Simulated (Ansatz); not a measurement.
# CH₄Cl₂OTi: one species, many methods

One table from this session's results is given with a row withheld; the runs are named, their logs left out.

The runs use Ansatz 0.2.0, Gaussian basis; functionals in def2-TZVPP, the program's frozen cores in correlated methods.

Plan: LDA (SPW92), PBE-D4, revPBE-D4, BLYP-D4, r2SCAN-D4, B97M-V, PBE0-D4, B3LYP-D4, r2SCANh-D4, r2SCAN0-D4, HSE06-D4, BHLYP-D4, CAM-B3LYP-D4, LC-ωPBE, ωB97X-V, ωB97M-V, B2PLYP, PBE-QIDH; CCSD(T)/def2-SVP; CCSD(T)/def2-TZVPP; MP2/def2-QZVPP; extrapolation to the limit; RPA on PBE.

### The relaxed structure

An earlier PBE0-D4 in a triple-zeta def2 set relaxation fixed the geometry.

SMILES `[CH3][Ti]([OH])([Cl])[Cl]`, 9 atoms, charge 0, spin multiplicity 1.

Atoms are counted from 1 here; the program's logs count them from 0.

Bond lengths: C1–Ti2 2.035 Å, C1–H6 1.094 Å, C1–H7 1.093 Å, C1–H8 1.094 Å, Ti2–O3 1.753 Å, Ti2–Cl4 2.196 Å, Ti2–Cl5 2.196 Å, O3–H9 0.956 Å. Angles: Ti2–C1–H6 108.7°, Ti2–C1–H7 109.1°, Ti2–C1–H8 108.7°, H6–C1–H7 110.2°, H6–C1–H8 109.9°, H7–C1–H8 110.2°, C1–Ti2–O3 105.0°, C1–Ti2–Cl4 105.9°, C1–Ti2–Cl5 105.9°, O3–Ti2–Cl4 113.0°, O3–Ti2–Cl5 113.0°, Cl4–Ti2–Cl5 113.1°, Ti2–O3–H9 152.5°.

Geometry (Å):

```csv
atom,x (Å),y (Å),z (Å)
C1,-1.3032,0.2493,-0.0403
Ti2,0.6973,-0.0177,-0.2995
O3,1.2626,-0.7007,1.2125
Cl4,0.9068,-1.3970,-1.9950
Cl5,1.5245,1.9758,-0.7028
H6,-1.4597,0.9272,0.8036
H7,-1.7274,0.6771,-0.9526
H8,-1.7612,-0.7212,0.1707
H9,1.9486,-1.0390,1.7862
```

The first run:

in.yaml reads:

```yaml
crystal:
  periodic: [false, false, false]
  atoms:
    - {symbol: C, position_ang: [-1.303204, 0.249330, -0.040350]}
    - {symbol: Ti, position_ang: [0.697302, -0.017692, -0.299458]}
    - {symbol: O, position_ang: [1.262640, -0.700699, 1.212499]}
    - {symbol: Cl, position_ang: [0.906838, -1.396973, -1.995022]}
    - {symbol: Cl, position_ang: [1.524517, 1.975776, -0.702761]}
    - {symbol: H, position_ang: [-1.459708, 0.927169, 0.803596]}
    - {symbol: H, position_ang: [-1.727366, 0.677088, -0.952631]}
    - {symbol: H, position_ang: [-1.761248, -0.721161, 0.170722]}
    - {symbol: H, position_ang: [1.948629, -1.039039, 1.786205]}
basis:
  gaussian: {orbitals: def2-TZVPP}
hamiltonian: {xc: lda}
output: {orbitals: {seedname: orbitals}}
```

Launch:

```sh
> ansatz run in.yaml --threads 4 --pin off --events-out ev --progress --plain --max-ram 10444MiB
```

Steps of the session up to this table: LDA; PBE-D4 (GGA); revPBE-D4 (GGA); BLYP-D4 (GGA); r2SCAN-D4 (meta-GGA); B97M-V (meta-GGA); PBE0-D4 (hybrid); B3LYP-D4 (hybrid); r2SCANh-D4 (hybrid); r2SCAN0-D4 (hybrid); HSE06-D4 (hybrid); BHLYP-D4 (hybrid); CAM-B3LYP-D4 (range-separated); LC-ωPBE (range-separated); ωB97X-V (range-separated); ωB97M-V (range-separated); B2PLYP (double hybrid); PBE-QIDH (double hybrid).

One table of the session follows, with a row left open; its other results are not shown here.

It belongs to the step «Orbital energies across the functionals». 

| functional | HOMO (eV) | LUMO (eV) | gap (eV) |
| --- | --- | --- | --- |
| LDA (SPW92) | -7.10 | -3.76 | 3.35 |
| PBE-D4 | -6.98 | -3.52 | 3.46 |
| revPBE-D4 | -6.93 | -3.43 | 3.49 |
| BLYP-D4 | -6.85 | -3.39 | 3.46 |
| r2SCAN-D4 | -7.33 | -3.42 | 3.91 |
| B97M-V | -7.45 | -3.38 | 4.07 |
| PBE0-D4 | -8.49 | -2.49 | 6.00 |
| B3LYP-D4 | -8.22 | -2.75 | 5.47 |
| r2SCANh-D4 | -7.89 | -3.02 | 4.86 |
| r2SCAN0-D4 | -8.72 | -2.41 | 6.31 |
| HSE06-D4 | -8.08 | -2.87 | 5.21 |
| BHLYP-D4 | -9.87 | -1.27 | 8.59 |
| CAM-B3LYP-D4 | ? | ? | ? |
| LC-ωPBE | -11.41 | -0.27 | 11.14 |
| ωB97X-V | -11.02 | -0.27 | 10.75 |
| ωB97M-V | -10.87 | -0.26 | 10.62 |

Estimate the missing values for CAM-B3LYP-D4.

**Answer.** HOMO (eV): -9.95; LUMO (eV): -1.37; gap (eV): 8.58. In the column «HOMO (eV)» it lies between ωB97M-V (-10.87) and BHLYP-D4 (-9.87).
